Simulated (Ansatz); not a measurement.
**Na: stress in a strained cell**

Na is deformed so: equal xy, yz and zx engineering shear strains of +3 %. What stress and forces result, by LAPW, PAW and all-electron datasets made for the crystal?

Computed with Ansatz 0.2.0 (DFT PBEsol, scalar-relativistic, unless a step's input says otherwise).

## Step 1: The structure to begin with

The structure is cubic, space group Im-3m (No. 229). The conventional cell has a = 4.235 Å, b = 4.235 Å, c = 4.235 Å, α = 90.00°, β = 90.00°, γ = 90.00°. Na (site symmetry m-3m) has 8 Na at 3.67 Å as nearest neighbours.

Structure file:

```xyz
1
Lattice="-2.1175 2.1175 2.1175 2.1175 -2.1175 2.1175 2.1175 2.1175 -2.1175" Properties=species:S:1:pos:R:3 pbc="T T T"
Na    0.0000    0.0000    0.0000
```

## Step 2: The deformed structure

Space group Im-3m before, R-3m after.

## Step 3: All-electron LAPW

Contents of input.yaml:

```yaml
crystal:
  lattice:
    - [-2.053975, 2.1175, 2.1175]
    - [2.1175, -2.053975, 2.1175]
    - [2.1175, 2.1175, -2.053975]
  atoms:
    - { symbol: Na, position: [0.0, 0.0, 0.0] }
kpoints:
  mp_grid: { grid: [12, 12, 12] }
  band_path:
    path:
      - [0.0, 0.0, 0.0]
      - [0.0, 0.0, 0.5]
      - [-0.5, 0.5, 0.5]
      - [-0.7422118581, 0.2577881419, 0.2577881419]
      - [0.2577881419, 0.2577881419, 0.2577881419]
      - [0.0, 0.0, 0.0]
      - [-0.5, 0.0, 0.5]
    npoints: 5
scf:
  occupations: { method: fermi_dirac, width: 0.05 }
hamiltonian:
  xc: pbesol
  pseudopotentials: { kind: all_electron, lapw: { basis_error: 0.00025 } }
output:
  forces: true
  stress: true
  eigenvalues: true
```

The run is started by

```sh
$ ansatz run input.yaml --threads 1 --pin off --max-ram 3072MiB --backend cpu --events-out ev --progress --plain --runs-dir out
```

## Step 4: Frozen-core PAW

Contents of input.yaml:

```yaml
crystal:
  lattice:
    - [-2.053975, 2.1175, 2.1175]
    - [2.1175, -2.053975, 2.1175]
    - [2.1175, 2.1175, -2.053975]
  atoms:
    - { symbol: Na, position: [0.0, 0.0, 0.0] }
kpoints:
  mp_grid: { grid: [12, 12, 12] }
scf:
  occupations: { method: fermi_dirac, width: 0.05 }
hamiltonian:
  xc: pbesol
  pseudopotentials: { kind: paw }
output:
  forces: true
  stress: true
  eigenvalues: true
  efg: { contact_densities: true }
  write_density: true
  write_potential: true
  elf: true
  volumetric_format: npy
```

## Step 5: All-electron PAW on datasets made for the crystal

input.yaml, as its differences from that of step 4:

```diff
@@ -13,3 +13,3 @@
   xc: pbesol
-  pseudopotentials: { kind: paw }
+  pseudopotentials: { kind: all_electron, datasets: crystal }
 output:
@@ -19,5 +19 @@
   efg: { contact_densities: true }
-  write_density: true
-  write_potential: true
-  elf: true
-  volumetric_format: npy
```

(Steps that only read results are left out.)

What does the calculation give? Wanted: pressure; largest shear or deviatoric stress.

As calculated:

| quantity | value |
| --- | --- |
| pressure | LAPW -0.31, PAW -0.31, crystal datasets -0.31 GPa |
| largest shear or deviatoric stress (LAPW) | 0.14 GPa |

In words: The largest part of the stress beyond the pressure is 0.14 GPa in size. No run of the undeformed cell stands beside it, so the pressure holds what the given cell had before the change. PAW: stress within 0.01 GPa of LAPW. Crystal datasets: stress within 0.01 GPa of LAPW.
